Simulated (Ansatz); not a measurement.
This script drives Ansatz 0.2.0 through its Python package.

The script, `lain.py`:
```python
"""One SCF of LaIn and its post-processing."""

from collections import defaultdict
import sys

import ansatz as az
from ase.data import atomic_numbers
import matplotlib.pyplot as plt
import numpy as np
from pymatgen.core import Structure
from scipy.ndimage import map_coordinates
import spglib

structure = (
    az.Lattice.of((3.954077, 0.0, 0.0), (0.0, 3.954077, 0.0), (0.0, 0.0, 3.954077))
    .atom("La", (0.5, 0.5, 0.5))
    .atom("In", (0.0, 0.0, 0.0))
)

job = (
    structure.calculation()
    .basis(41 * az.Ry)
    .functional("r2scan")
    .occupations("cold")
    .kpoints(8, 8, 8)
    .scf(max_iterations=100)
    .compute(density_of_states={"energy_step": 0.05, "projected": True}, density=True, bader_charges=True, stress=True)
)
try:
    out = job.run(threads=1, pin="off")
except az.NonConvergedError as error:
    sys.exit(f"no convergence: {error}")
except az.RefusalError as error:
    sys.exit(f"input refused: {error}")
data = out.report

for key in ("converged", "n_iterations", "n_electrons", "n_kpoints", "n_pw", "n_symmetry_ops", "free_energy_ev", "fermi_energy_ev"):
    print(f"{key:18s} {data[key]}")

spg_cell = (out.lattice.cell_ang, [s.position_frac for s in out.lattice.sites], [atomic_numbers[s.symbol] for s in out.lattice.sites])
# space group as spglib finds it
for tolerance in (1e-5, 1e-3, 1e-1):
    print(f"symprec {tolerance:g} A: {spglib.get_spacegroup(spg_cell, symprec=tolerance)}")
print("operations used by the run:", data["n_symmetry_ops"])

dos = out.density_of_states()
energy = np.asarray(dos.energies_ev) - dos.fermi_ev
projected = out.projected_density_of_states()
by_shell = defaultdict(float)
for site in projected.sites:
    for shell in site.shells:
        for part in shell.curves:
            by_shell[f"{site.species} {'spdf'[shell.l]}"] += np.sum(part.g_bin_mean_per_ev, axis=0)
print("E - E_F  " + " ".join(f"{name:>7s}" for name in by_shell))
for e in np.arange(-8, 8 + 0.1, 1.0):
    print(f"{e:7.1f}  " + " ".join(f"{np.interp(e, energy, curve):7.3f}" for curve in by_shell.values()))

field = sum(channel.density_e_per_ang3 for channel in out.density().channels[:2])
fig, ax = plt.subplots(figsize=(4, 3.4))
shown = ax.imshow(np.log10(np.clip(field[:, :, 0].T, 1e-3, None)), origin="lower", extent=(0, 1, 0, 1))
fig.colorbar(shown, label="log10 density (e/A^3)")
ax.set(xlabel="fraction of grid vector 1", ylabel="fraction of grid vector 2")
fig.savefig("density_plane.png", dpi=100)
print(f"plane through the origin: {field[:, :, 0].min():.4f} to {field[:, :, 0].max():.4f} e/A^3")

charges = out.bader_charges()
for atom in charges.atoms:
    print(f"Bader charge {atom.symbol:2s} {atom.partial_charge_e:+.3f} e")

final = Structure(out.lattice.cell_ang, [s.symbol for s in out.lattice.sites], [s.position_frac for s in out.lattice.sites])
# the grid holds the pseudo-density, which differs from the true one inside the cores
rho = out.density()
total = sum(channel.density_e_per_ang3 for channel in rho.channels[:2])
grid_cell = np.asarray(rho.fft_grid_basis) @ out.lattice.cell_ang
partner = min(final.get_neighbors(final[0], 5.0), key=lambda n: n.nn_distance)
line = np.linspace(final[0].coords, partner.coords, 13)
points = (line @ np.linalg.inv(grid_cell)) * rho.dims
values = map_coordinates(total, points.T, order=3, mode="grid-wrap")
print(f"from {final[0].specie} to {partner.specie}, {partner.nn_distance:.3f} A")
for t, value in zip(np.linspace(0, partner.nn_distance, 13), values):
    print(f"{t:7.3f} A  {value:9.4f} e/A^3")

# principal values and the von Mises stress of the deviator
principal = np.linalg.eigvalsh(np.array(data["stress_gpa"]))
mises = np.sqrt(0.5 * sum((principal[i] - principal[i - 1]) ** 2 for i in range(3)))
print("principal stresses (GPa, compression positive):", np.round(principal, 3))
print(f"mean {principal.mean():.3f} GPa, von Mises {mises:.3f} GPa, PV = {principal.mean() * data['setup']['cell_volume_ang3'] / 160.21766:.4f} eV")
```

It is started by `python lain.py`. Estimate its wall time and peak memory on 1 thread of Intel(R) Xeon(R) Platinum 8259CL CPU @ 2.50GHz (Skylake/Cascade Lake), with other jobs on the host.

It took about 42 s, with a peak of 0.67 GiB, for 1 run of the engine.

Output of `python lain.py`:
```text
converged          True
n_iterations       7
n_electrons        24.0
n_kpoints          35
n_pw               1839
n_symmetry_ops     48
free_energy_ev     -11877.784737040169
fermi_energy_ev    11.05531114705808
symprec 1e-05 A: Pm-3m (221)
symprec 0.001 A: Pm-3m (221)
symprec 0.1 A: Pm-3m (221)
operations used by the run: 48
E - E_F     La s    La p    La d    La f    In s    In p    In d
   -8.0    0.000   0.000   0.000   0.000   0.000   0.000   0.000
   -7.0    0.085   0.003   0.001   0.000   0.066   0.005   0.000
   -6.0    0.135   0.022   0.046   0.002   0.287   0.050   0.000
   -5.0    0.005   0.011   0.227   0.007   0.345   0.054   0.001
   -4.0    0.000   0.000   0.006   0.001   0.016   0.002   0.000
   -3.0    0.023   0.001   0.021   0.000   0.002   0.046   0.000
   -2.0    0.145   0.042   0.674   0.029   0.031   0.858   0.003
   -1.0    0.014   0.033   0.532   0.055   0.037   0.566   0.003
    0.0    0.003   0.004   0.414   0.051   0.036   0.139   0.001
    1.0    0.027   0.016   1.634   0.654   0.016   0.753   0.002
    2.0    0.000   0.000   0.000   0.000   0.000   0.000   0.000
    3.0    0.000   0.000   0.000   0.000   0.000   0.000   0.000
    4.0    0.000   0.000   0.000   0.000   0.000   0.000   0.000
    5.0    0.000   0.000   0.000   0.000   0.000   0.000   0.000
    6.0    0.000   0.000   0.000   0.000   0.000   0.000   0.000
    7.0    0.000   0.000   0.000   0.000   0.000   0.000   0.000
    8.0    0.000   0.000   0.000   0.000   0.000   0.000   0.000
plane through the origin: 0.0660 to 13.0243 e/A^3
Bader charge La +1.186 e
Bader charge In -1.186 e
from La to In, 3.424 A
  0.000 A     1.3106 e/A^3
  0.285 A     1.3984 e/A^3
  0.571 A     1.6531 e/A^3
  0.856 A     1.1943 e/A^3
  1.141 A     0.4604 e/A^3
  1.427 A     0.1700 e/A^3
  1.712 A     0.1230 e/A^3
  1.998 A     0.1634 e/A^3
  2.283 A     0.3107 e/A^3
  2.568 A     0.9509 e/A^3
  2.854 A     3.7297 e/A^3
  3.139 A     9.3470 e/A^3
  3.424 A    13.0243 e/A^3
principal stresses (GPa, compression positive): [0.046 0.046 0.046]
mean 0.046 GPa, von Mises 0.000 GPa, PV = 0.0179 eV
```

Reading the output:
- Absolute energies stand on the zero of these potentials, so only differences at equal settings mean something. A total without «per atom» is that of the cell as typed.
- An absolute Fermi energy rests on an arbitrary zero of the periodic potential and has no direct meaning.
- Projections exist only for the shells that the potentials hold, some of them semicore, and samples at single energies can miss narrow peaks.
- Densities and potentials on the grid are those of the valence electrons, and inside the cores they hang on the potentials used.
- The structure comes from a database of computed cells and needn't be a stable or known phase.
- The computed bands are complete only to about 1.8 eV above the Fermi level; beyond that the density of states is undercounted.
